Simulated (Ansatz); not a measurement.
# Ga2SnO3: the cost of one run

Program: Ansatz 0.2.0. Level of theory: DFT PBE, scalar-relativistic, plane waves, PAW. These are calculated values, not measurements.

1 further run of the same task is left out (it didn't finish).

### Step 1. The starting structure

Symmetry: I4/mmm, No. 139, tetragonal system. The conventional cell has a = 7.379 Å, b = 7.379 Å, c = 7.085 Å, α = 90.00°, β = 90.00°, γ = 90.00°. Around Ga (site symmetry -4m2) lie 2 O at 1.77 Å. Sn (site symmetry 4/mmm) has 6 O at 3.54 to 3.69 Å in its first shell of neighbours. O (site symmetry mmm) has 2 Ga at 1.77 Å in its first shell of neighbours. O (site symmetry 4/mmm) has 2 Sn at 3.54 Å in its first shell of neighbours.

Structure file:

```xyz
6
Lattice="-3.6895 3.6895 3.5425 3.6895 -3.6895 3.5425 3.6895 3.6895 -3.5425" Properties=species:S:1:pos:R:3 pbc="T T T"
Ga    0.0000    3.6895    1.7712
Ga    3.6895    0.0000    1.7712
Sn    0.0000    0.0000    3.5425
O     0.0000    3.6895    0.0000
O     3.6895    0.0000    0.0000
O     0.0000    0.0000    0.0000
```

The cell is invented: random cell by space group and Wyckoff sites (I4/mmm, No. 139). Lengths come from tabulated atomic sizes and are only a guess.

### Step 2. Probe: one point on a coarse mesh

File input.yaml:

```yaml
crystal:
  lattice:
    - [-3.68948956, 3.68948956, 3.5424898]
    - [3.68948956, -3.68948956, 3.5424898]
    - [3.68948956, 3.68948956, -3.5424898]
  atoms:
    - { symbol: Ga, position: [0.75, 0.25, 0.5] }
    - { symbol: Ga, position: [0.25, 0.75, 0.5] }
    - { symbol: Sn, position: [0.5, 0.5, 0.0] }
    - { symbol: O, position: [0.5, 0.0, 0.5] }
    - { symbol: O, position: [0.0, 0.5, 0.5] }
    - { symbol: O, position: [0.0, 0.0, 0.0] }
basis:
  ecutwfc: 420
kpoints:
  mp_grid: { grid: [4, 4, 4] }
hamiltonian:
  xc: pbe
scf:
  occupations: { method: gaussian, width: 0.1 }
  lower_state_search: "off"
output:
  forces: true
  stress: true
  eigenvalues: true
```

Started as:

```console
ansatz run input.yaml --threads 1 --pin off --max-ram 2560MiB --backend cpu --events-out ev --progress --plain --runs-dir out
```

Q: Estimate wall time and peak memory on 1 thread of Arm Neoverse V1, shared host.

About 8.5 s, with a peak of 0.45 GiB.
